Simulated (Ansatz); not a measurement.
**LuSi2Rh2: a single-point run**

The task is a single-point run on LuSi2Rh2. The structure is shown as the input types it.

Computed with Ansatz 0.2.0 (DFT, PBEsol, all-electron LAPW, scalar-relativistic, unless a step's input says otherwise).

### Step 1. The system as given

It takes space group I4/mmm (No. 139, tetragonal). The conventional cell has a = 4.005 Å, b = 4.005 Å, c = 9.851 Å, α = 90.00°, β = 90.00°, γ = 90.00°. Lu (site symmetry 4/mmm) has 8 Si at 3.07 Å and 8 Rh at 3.17 Å as nearest neighbours. Si (site symmetry 4mm) has 1 Si at 2.37 Å and 4 Rh at 2.38 Å and 4 Lu at 3.07 Å as nearest neighbours. Around Rh (site symmetry -4m2) lie 4 Si at 2.38 Å.

As a file:

```cif
data_structure
_symmetry_space_group_name_H-M 'P 1'
_symmetry_Int_Tables_number 1
_cell_length_a 5.6816
_cell_length_b 5.6816
_cell_length_c 5.6816
_cell_angle_alpha 138.722
_cell_angle_beta 138.722
_cell_angle_gamma 59.800
_cell_volume 79.01
loop_
_atom_site_label
_atom_site_type_symbol
_atom_site_fract_x
_atom_site_fract_y
_atom_site_fract_z
_atom_site_occupancy
Lu1 Lu 0.00000 0.00000 0.00000 1
Si1 Si 0.62038 0.62038 0.00000 1
Si2 Si 0.37962 0.37962 0.00000 1
Rh1 Rh 0.75000 0.25000 0.50000 1
Rh2 Rh 0.25000 0.75000 0.50000 1
```

### Step 2. Input and run

Contents of input.yaml:

```yaml
crystal:
  lattice:
    - [-2.0026521756, 2.0026521756, 4.9253497503]
    - [2.0026521756, -2.0026521756, 4.9253497503]
    - [2.0026521756, 2.0026521756, -4.9253497503]
  atoms:
    - { symbol: Lu, position: [0.0, 0.0, 0.0] }
    - { symbol: Si, position: [0.62038416, 0.62038416, 0.0] }
    - { symbol: Si, position: [0.37961584, 0.37961584, 0.0] }
    - { symbol: Rh, position: [0.75, 0.25, 0.5] }
    - { symbol: Rh, position: [0.25, 0.75, 0.5] }
kpoints:
  mp_grid: { grid: [11, 11, 11] }
  band_path:
    path:
      - [0.0, 0.0, 0.0]
      - [0.0, 0.0, 0.5]
      - [0.25, 0.25, 0.25]
      - [0.0, 0.5, 0.0]
      - [0.0, 0.0, 0.0]
      - [0.5, 0.5, -0.5]
      - [0.291331095, 0.708668905, -0.291331095]
      - [-0.291331095, 0.291331095, 0.291331095]
      - [0.0, 0.0, 0.0]
    npoints: 8
scf:
  occupations: { method: fermi_dirac, width: 0.08 }
  convergence: { dr2_threshold: 1.0e-14 }
  max_iter: 80
hamiltonian:
  xc: pbesol
  pseudopotentials: { kind: all_electron, lapw: { basis_error: 0.0005 } }
output:
  forces: true
  stress: true
  eigenvalues: true
  populations: true
```

Run with:

```console
$ ansatz run input.yaml --threads 2 --pin off --max-ram 6144MiB --backend cpu --events-out ev --progress --plain --runs-dir out
```

Q: Will this input give a usable result? If not, why, and what should change?

This run ends as converged. Convergence says nothing about whether the input makes sense.

The suspect setting: scf.convergence.dr2_threshold is 1.0e-14. What could go wrong: threshold needlessly tight. Once met, so tight a threshold does no harm; it costs cycles.

To check: delete scf.convergence.dr2_threshold (the default then holds).
